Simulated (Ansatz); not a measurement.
# C2H7NSi: how energies converge with the basis set

An exercise on one series of results from a longer session: the logs are not shown, and one member is left open.

The runs use Ansatz 0.2.0, Gaussian basis; one geometry, several basis sets.

Plan: PBE0-D4/def2-SVP; ωB97M-V/def2-SVP; PBE0-D4/def2-QZVPP; ωB97M-V/def2-QZVPP; the functionals' def2-TZVPP values are taken from earlier runs.

## The geometry

All runs share one geometry, relaxed beforehand with PBE0-D4 in a triple-zeta def2 set.

SMILES `NC1C[SiH2]1`, 11 atoms, charge 0, spin multiplicity 1.

Atoms are counted from 1 here; the program's logs count them from 0.

Bond lengths: N1–C2 1.437 Å, N1–H5 1.011 Å, N1–H6 1.014 Å, C2–C3 1.539 Å, C2–Si4 1.862 Å, C2–H7 1.094 Å, C3–Si4 1.848 Å, C3–H8 1.085 Å, C3–H9 1.086 Å, Si4–H10 1.479 Å, Si4–H11 1.476 Å. Angles: C2–N1–H5 111.6°, C2–N1–H6 111.3°, H5–N1–H6 108.2°, N1–C2–C3 114.5°, N1–C2–Si4 118.4°, N1–C2–H7 118.0°, C3–C2–Si4 65.0°, C3–C2–H7 113.0°, Si4–C2–H7 116.4°, C2–C3–Si4 65.9°, C2–C3–H8 117.0°, C2–C3–H9 114.2°, Si4–C3–H8 120.5°, Si4–C3–H9 117.1°, H8–C3–H9 113.8°, C2–Si4–C3 49.0°, C2–Si4–H10 119.1°, C2–Si4–H11 118.9° and more.

Set-up of the first run:

File in.yaml:

```yaml
crystal:
  periodic: [false, false, false]
  atoms:
    - {symbol: N, position_ang: [-1.337217, 0.826076, -0.314151]}
    - {symbol: C, position_ang: [0.048130, 0.587387, -0.015126]}
    - {symbol: C, position_ang: [0.296138, -0.519690, 1.025200]}
    - {symbol: Si, position_ang: [0.844954, -0.955872, -0.685052]}
    - {symbol: H, position_ang: [-1.450353, 1.288254, -1.205983]}
    - {symbol: H, position_ang: [-1.773953, 1.401479, 0.397493]}
    - {symbol: H, position_ang: [0.701428, 1.454152, 0.118637]}
    - {symbol: H, position_ang: [1.025095, -0.311653, 1.801261]}
    - {symbol: H, position_ang: [-0.607948, -0.996975, 1.390622]}
    - {symbol: H, position_ang: [2.288737, -0.939911, -1.005460]}
    - {symbol: H, position_ang: [0.030288, -1.890147, -1.486841]}
basis:
  gaussian: {orbitals: def2-SVP}
hamiltonian: {xc: pbe0, dispersion: d4}
output: {orbitals: {seedname: orbitals}}
```

On the command line:

```console
> ansatz run in.yaml --threads 2 --pin off --events-out ev --progress --plain --max-ram 4352MiB
```

Steps of the session up to this table: PBE0-D4 in def2-SVP; ωB97M-V in def2-SVP; PBE0-D4 in def2-QZVPP; ωB97M-V in def2-QZVPP.

One of the session's tables, all rows but one given; the rest of the session is left out.

```
functional       basis  HOMO (eV)  LUMO (eV)
   PBE0-D4    def2-SVP      -6.21       0.82
   PBE0-D4  def2-TZVPP      -6.34       0.31
   PBE0-D4  def2-QZVPP      -6.37       0.14
   ωB97M-V    def2-SVP      -8.42       2.72
   ωB97M-V  def2-TZVPP          ?          ?
   ωB97M-V  def2-QZVPP      -8.57       1.50
```

**Question.** Estimate the row for ωB97M-V, def2-TZVPP.

As computed: HOMO (eV): -8.54; LUMO (eV): 1.93. In the column «HOMO (eV)» it lies between ωB97M-V, def2-QZVPP (-8.57) and ωB97M-V, def2-SVP (-8.42).
